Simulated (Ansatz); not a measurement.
**singlet GeCNClF+: levels of theory compared**

Aim: a comparison of 6 runs (HF/STO-3G, B2PLYP/cc-pVDZ, PBE0/cc-pVDZ, r2SCAN0/cc-pVDZ, wB97M-V/cc-pVDZ, CCSD(T)/cc-pVDZ) of singlet GeCNClF+. 

The calculation is run with Ansatz 0.2.0.

130 further runs of the same task are left out: 130 set aside as unsound or not needed.

**1. The system as given**

GeCNClF+ has 5 atoms, charge +1, and is taken as a singlet. SMILES of the parent species: `N#[C][Ge]([F])[Cl]`. The coordinates come from a PBE0-D4/def2-TZVP relaxation. That shape belongs to the parent species and isn't relaxed for this state.

Bond lengths: N1–C2 1.153 Å, C2–Ge3 1.929 Å, Ge3–F4 1.725 Å, Ge3–Cl5 2.128 Å. Angles: N1–C2–Ge3 173.2°, C2–Ge3–F4 104.9°, C2–Ge3–Cl5 108.6°, F4–Ge3–Cl5 108.1°.

**2. The energy at HF/STO-3G (run 1)**

input.yaml

```yaml
crystal:
  periodic: [false, false, false]
  atoms:
    - symbol: N
      position_ang: [1.169800, -1.332900, 1.557000]
    - symbol: C
      position_ang: [0.647700, -0.755000, 0.707300]
    - symbol: Ge
      position_ang: [-0.063200, 0.127200, -0.853400]
    - symbol: F
      position_ang: [-1.722100, -0.343000, -0.913400]
    - symbol: Cl
      position_ang: [0.017500, 2.230100, -0.539000]
basis:
  gaussian: {orbitals: STO-3G}
total_charge: 1
output: {orbitals: {seedname: orbitals}}
hamiltonian: {xc: hf}
accuracy: high
```

On the command line:

```sh
ansatz run input.yaml --threads 1 --pin off --max-ram 3480MiB --events-out events.jsonl --progress --plain --runs-dir runs
```

Standard output:

```text
Warning: RAYON_NUM_THREADS=1 ignored (pool sized by the plan → 1); use --threads N
Functional definition: HF
  name "HF"
  exchange = exact_x
  correlation = 0
739 factors; integrals over basis functions are off by at most 2.7e-8 eV
mean field evaluation 1: about -73333.3154 eV, gradient 4.4e1 eV
mean field evaluation 2: about -73333.3625 eV, gradient 4.5e1 eV
mean field evaluation 4: about -73341.4067 eV, gradient 3.9e0 eV
mean field evaluation 8: about -73341.5440 eV, gradient 2.6e-1 eV
mean field -73341.54517790 eV, -2695.2520726028 hartree, gradient 3.3e-8 eV, S^2 0.000000; 0 other end points of the search recorded, 0 dependent functions left out
reference -73341.54517790 eV, -2695.2520726028 hartree; 35, 35 occupied and 7, 7 virtual orbitals, 739 factors
Total energy: -73341.54517790 eV, -2695.2520726028 hartree
```

It took 0.38 s on 1 thread of Intel Xeon 6975P-C (Granite Rapids), shared host; peak memory 0.12 GiB.

**3. A single-point energy at B2PLYP/cc-pVDZ (run 2)**

in.yaml

```yaml
crystal:
  periodic: [false, false, false]
  atoms:
    - {symbol: "N", position_ang: [1.169800, -1.332900, 1.557000]}
    - {symbol: C, position_ang: [0.647700, -0.755000, 0.707300]}
    - {symbol: Ge, position_ang: [-0.063200, 0.127200, -0.853400]}
    - {symbol: F, position_ang: [-1.722100, -0.343000, -0.913400]}
    - {symbol: Cl, position_ang: [0.017500, 2.230100, -0.539000]}
basis:
  gaussian: {orbitals: cc-pVDZ}
total_charge: 1
hamiltonian: {xc: {name: B2PLYP}}
correlation: {frozen_orbitals: {C: 1, Cl: 5, F: 1, Ge: 9, "N": 1}}
accuracy: high
output: {orbitals: {seedname: orbitals}}
```

On the command line:

```sh
ansatz run in.yaml --threads 1 --pin off --max-ram 3480MiB --events-out events.jsonl --progress --plain --runs-dir runs
```

Standard output, shortened:

```text
Warning: RAYON_NUM_THREADS=1 ignored (pool sized by the plan → 1); use --threads N
Functional definition: B2PLYP
  name "B2PLYP"
[...]
1862 factors; integrals over basis functions are off by at most 4.4e-9 eV
[...]
mean field -74248.51813396 eV, -2728.5827139699 hartree, gradient 4.2e-8 eV, S^2 0.000000; 0 other end points of the search recorded, 0 dependent functions left out
17 core orbitals not correlated: weight in the atoms' cores, before any rotation towards them, 1.000 or more for the frozen orbitals, at most 0.000 for the correlated occupied ones
reference -74248.51815616 eV, -2728.5827147856 hartree; 18, 18 occupied and 52, 52 virtual orbitals, 1862 factors
second order -24.26070636 eV of doubles, -0.00000000 eV of singles
Total energy: -74255.06854688 eV, -2728.8234372045 hartree
```

It took 8.1 s on 1 thread of Intel Xeon 6975P-C (Granite Rapids), shared host; peak memory 0.39 GiB.

Run 3 isn't shown in full; the table further down has it.

**4. A single-point energy at r2SCAN0/cc-pVDZ (run 4)**

job.yaml

```yaml
crystal:
  periodic: [false, false, false]
  atoms:
    - symbol: N
      position_ang: [1.169800, -1.332900, 1.557000]
    - symbol: C
      position_ang: [0.647700, -0.755000, 0.707300]
    - symbol: Ge
      position_ang: [-0.063200, 0.127200, -0.853400]
    - symbol: F
      position_ang: [-1.722100, -0.343000, -0.913400]
    - symbol: Cl
      position_ang: [0.017500, 2.230100, -0.539000]
basis:
  gaussian:
    orbitals: cc-pVDZ
total_charge: 1
hamiltonian:
  xc: {name: r2SCAN0}
accuracy: high
output: {orbitals: {seedname: orbitals}}
```

On the command line:

```sh
ansatz run job.yaml --threads 1 --pin off --max-ram 3480MiB --events-out events.jsonl --progress --plain --runs-dir runs
```

Standard output:

```text
Warning: RAYON_NUM_THREADS=1 ignored (pool sized by the plan → 1); use --threads N
Functional definition: r2SCAN0
  name "r2SCAN0"
  parameter a = 0.25
  parameter k0 = 0.174
  parameter k1 = 0.065
  parameter a1 = 4.9479
  exchange = (1 - a)*r2scan_x(k0 = k0, k1 = k1, a1 = a1) + a*exact_x
  correlation = r2scan_c
1862 factors; integrals over basis functions are off by at most 4.4e-9 eV
mean field evaluation 1: about -74258.2561 eV, gradient 6.9e1 eV
mean field evaluation 2: about -74177.6037 eV, gradient 1.7e2 eV
mean field evaluation 4: about -74268.4158 eV, gradient 8.8e0 eV
mean field evaluation 8: about -74268.7018 eV, gradient 7.7e-1 eV
mean field evaluation 16: about -74268.8644 eV, gradient 1.5e-3 eV
mean field -74268.86441165 eV, -2729.3304258837 hartree, gradient 3.0e-8 eV, S^2 0.000000; 0 other end points of the search recorded, 0 dependent functions left out
reference -74268.86441209 eV, -2729.3304259000 hartree; 35, 35 occupied and 52, 52 virtual orbitals, 1862 factors
Total energy: -74268.86441209 eV, -2729.3304259000 hartree
```

It took 11 s on 1 thread of Intel Xeon 6975P-C (Granite Rapids), shared host; peak memory 0.4 GiB.

Run 5 isn't shown in full; the table further down has it.

**5. The energy at CCSD(T)/cc-pVDZ (run 6)**

job.yaml: that of step 4 with these lines changed.

```diff
@@ -14,8 +14,6 @@
 basis:
-  gaussian:
-    orbitals: cc-pVDZ
+  gaussian: {orbitals: cc-pVDZ}
 total_charge: 1
-hamiltonian:
-  xc: {name: r2SCAN0}
+correlation: {method: ccsd_t, frozen_orbitals: {C: 1, Cl: 5, F: 1, Ge: 9, "N": 1}}
 accuracy: high
-output: {orbitals: {seedname: orbitals}}
+scf: {omitted_lower_state_checks: [cluster_reference, increment]}
```

On the command line:

```sh
ansatz run job.yaml --threads 1 --pin off --max-ram 3480MiB --events-out events.jsonl --progress --plain --runs-dir runs
```

Standard output:

```text
Warning: RAYON_NUM_THREADS=1 ignored (pool sized by the plan → 1); use --threads N
[... 12 lines left out ...]
17 core orbitals not correlated: weight in the atoms' cores, before any rotation towards them, 1.000 or more for the frozen orbitals, at most 0.000 for the correlated occupied ones
[... 33 lines left out ...]
Total energy: -74205.56297086 eV, -2727.0041408420 hartree
Checks for a lower state left out: cluster_reference, increment
```

It took 16 s on 1 thread of Intel Xeon 6975P-C (Granite Rapids), shared host; peak memory 0.45 GiB.

**6. All runs side by side**

```csv
run,level,frozen core orbitals,energy (Eh),HOMO energy (eV),LUMO energy (eV),HOMO–LUMO gap (eV),wall time
1,HF/STO-3G,–,-2695.252073,-17.70,-7.45,10.25,0.38 s
2,B2PLYP/cc-pVDZ,17,-2728.823437,-17.20,-11.52,5.69,8.1 s
3,PBE0/cc-pVDZ,–,-2728.907105,-16.10,-12.52,3.58,5.4 s
4,r2SCAN0/cc-pVDZ,–,-2729.330426,-16.36,-12.60,3.76,11 s
5,wB97M-V/cc-pVDZ,–,-2729.345950,-18.31,-10.51,7.80,35 s
6,CCSD(T)/cc-pVDZ,17,-2727.004141,–,–,–,16 s
```

**7. Outcome**

| quantity | value |
| --- | --- |
| run 6: total energy | -2727.00414 Eh |
| run 6: correlation energy (17 core orbitals frozen) | -746.0 mEh |
| run 6: (T) correction | -28.34 mEh |
| run 6: T1 diagnostic | 0.021 |

**Reading.** Over runs 1, 2, 3, 4, 5 the HOMO–LUMO gap runs from 3.58 eV (PBE0/cc-pVDZ) to 10.25 eV (HF/STO-3G). The two ends differ in method and basis. Totals of different functionals can't be ranked against each other. In run 6 the log says that unrestricted orbitals would lower the reference, so the values rest on an unstable closed-shell determinant (other closed-shell runs at this shape may share the fault). In run 1 the basis is minimal, so the values are rough. All runs together took 76 s, the longest 35 s.
